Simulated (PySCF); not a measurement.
# C2H9BN2: the cost of one run

Computed with PySCF 2.14.0, with density-fitted response routines of our own, on a single molecule in the gas phase. Atoms count from 0, in the outputs and in this text.

### Step 1. The molecule as given

14 atoms, charge 0, multiplicity 1; geometry from: GFN2-xTB. The atoms were then displaced at random by about 0.01 Å, so the start is not that level's minimum.

Bonds of the start (Å): C0–N1 1.43, N1–C2 1.44, N1–B3 1.44, B3–N4 1.37, C0–H5 1.06, C0–H6 1.12, C0–H7 1.08, C2–H8 1.07, C2–H9 1.11, C2–H10 1.10, B3–H11 1.17, N4–H12 0.98, N4–H13 1.02.

### Step 2. Geometry optimisation at PBE0-D3(BJ)/def2-SVP

The job: settings as JSON, then the geometry in Å.

```
{"job": {"xc": "PBE0", "basis": "def2-SVP", "d3": "d3bj", "grid": 1, "shake": 0.01, "kind": "geom"}, "charge": 0, "multiplicity": 1}
C     -1.337400    -1.069000     0.008260
N     -0.257950    -0.161720     0.268270
C     -0.702130     1.023320     0.965020
B      1.097080    -0.445030    -0.130800
N      2.146350     0.400940     0.109030
H     -1.012270    -1.918470    -0.531070
H     -2.109950    -0.545180    -0.606650
H     -1.818530    -1.359020     0.934040
H     -1.423520     1.587240     0.402950
H     -1.150030     0.757120     1.941170
H      0.151380     1.679050     1.182040
H      1.278880    -1.452150    -0.688440
H      3.053760     0.193530    -0.181530
H      2.077170     1.294280     0.599950
```

Run with:

```bash
> OMP_NUM_THREADS=1 python probes_run.py task.json out
```

This one command runs all jobs of the session in turn.

Q: Estimate the wall time and peak memory of this first job on 1 thread of Arm Neoverse N1, shared host.

About 63 s, with a peak of 0.48 GiB.
